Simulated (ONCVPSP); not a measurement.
# Cu: generating and testing an ONCV potential

Do these settings give a usable potential? It is generated, then checked for transferability, scattering, ghosts and hardness.

Program: ONCVPSP 4.0.1. Reference atom: PBEsol, scalar-relativistic, spherical and spin-unpolarised. All values are calculated.

## (1) The design

The settings as typed:

| Property | Result |
| --- | --- |
| element | copper (Cu, Z = 29) |
| type | optimised norm-conserving Vanderbilt (ONCV) |
| frozen core | [Ne] |
| valence charge | 19 |
| reference configuration | 3s2 3p6 3d10 4s1 |
| partial waves | 3s+4s: rc 1.05 bohr, ncon 3, nbas 6, qcut 13.4 1/bohr, 2 projectors; 3p: rc 1.05 bohr, ncon 4, nbas 7, qcut 16.4 1/bohr, 2 projectors, debl 3 Ha; 3d: rc 0.85 bohr, ncon 4, nbas 8, qcut 17.8 1/bohr, 2 projectors, debl 1.6 Ha; f scattering state at 0.36 Ha: rc 1.00 bohr, ncon 4, nbas 7, qcut 11.7 1/bohr, 3 projectors, debl 0.8 Ha |
| local potential | polynomial inside 0.70 bohr (lpopt 1, dvloc0 6 Ha) |
| core correction | polynomial model core, fcfact 0.65 |

The outer shells as boxes (Hund's rule for the drawing; the calculation is spin-unpolarised):

```
[Ne] core
3s [↑↓]
3p [↑↓][↑↓][↑↓]
3d [↑↓][↑↓][↑↓][↑↓][↑↓]
4s [↑ ]
```

An earlier all-electron run gives the scale for the radii.

All-electron outer shells of the reference configuration (PBEsol, scalar-relativistic, ld1.x):

```tsv
shell	level (eV)	outermost node (bohr)	outermost maximum (bohr)
2p	-916.42	–	0.16
3s	-114.40	0.29	0.61
3p	-72.00	0.26	0.62
3d	-5.06	–	0.60
4s	-4.61	0.89	2.27
4p	-0.64	0.98	3.56
```

## (2) Generation

The input, Cu.dat:

```
# ATOM AND REFERENCE CONFIGURATION
# atsym  z   nc   nv     iexc    psfile
  Cu 29.00    3    4  -116133      upf
#
#   n    l    f
    1    0    2.00
    2    0    2.00
    2    1    6.00
    3    0    2.00
    3    1    6.00
    3    2   10.00
    4    0    1.00
#
# PSEUDOPOTENTIAL AND OPTIMIZATION
# lmax
    3
#
#   l,   rc,      ep,       ncon, nbas, qcut
    0    1.05    0.00    3    6   13.40
    1    1.05    0.00    4    7   16.40
    2    0.85    0.00    4    8   17.80
    3    1.00    0.36    4    7   11.70
#
# LOCAL POTENTIAL
# lloc, lpopt,  rc(5),   dvloc0
    4    1    0.70    6.00
#
# VANDERBILT-KLEINMAN-BYLANDER PROJECTORs
# l, nproj, debl
    0    2    2.90
    1    2    3.00
    2    2    1.60
    3    3    0.80
#
# MODEL CORE CHARGE
# icmod, fcfact, rcfact
    1    0.65    0.00
#
# LOG DERIVATIVE ANALYSIS
# epsh1, epsh2, depsh
   -6.00    5.00    0.04
#
# OUTPUT GRID
# rlmax, drl
    6.00    0.01
#
# TEST CONFIGURATIONS
# ncnf
    4
# nvcnf
#   n    l    f
    4
    3    0    2.00
    3    1    6.00
    3    2   10.00
    4    0    0.00
#
    4
    3    0    2.00
    3    1    6.00
    3    2    9.00
    4    0    0.00
#
    4
    3    0    2.00
    3    1    6.00
    3    2    8.00
    4    0    0.00
#
    4
    3    0    2.00
    3    1    6.00
    3    2   10.00
    4    0    0.50
#
```

The run is started by

```console
$ oncvpsp.x < Cu.dat > Cu.out
```

What does the calculation give? Wanted: cutoffs for 1 and 0.1 mHa per electron, occupied waves; bound ghosts; GHOST(+) flags; largest test error; largest phase difference near zero energy, channels read; rms error of d²Exc/dn², without and with the model core.

As calculated:

| quantity | value |
| --- | --- |
| cutoffs for 1 and 0.1 mHa per electron, occupied waves | 125 Ha and 142 Ha |
| bound ghosts | f at -13.05 eV |
| GHOST(+) flags | f at 2727 eV |
| largest test error (AE − PS) | +1.3 meV, for 3s2 3p6 3d10 4s0 (2 tests unsolved) |
| largest phase difference near zero energy, channels read | 0.000 rad |
| rms error of d²Exc/dn², without and with the model core | 1.85 and 1.00 mHa |

What this shows: It has a bound ghost (f), a state that the atom doesn't have, and that rules the file out. By total energies transferability is very good where solved: the largest error is 1.3 meV on 8.1 eV, for 3s2 3p6 3d10 4s0. Atomic tests can pass in spite of a ghost, since they solve only for the levels asked. Of the tests 2 gave no usable energy difference, which is a warning in itself. It counts as very hard, with 125 Ha needed at the looser tolerance. At the looser tolerance the 3d wave is the slowest; 3s needs 59 Ha. Near zero energy the phases of the channels with partial waves agree within 0.001 rad. The pseudo curves have a pole with no partner nearby in the atom's: f at -0.57 Ha. The program also flags highly localised states, GHOST(+) (f). All of this concerns the isolated atom, not yet a solid.
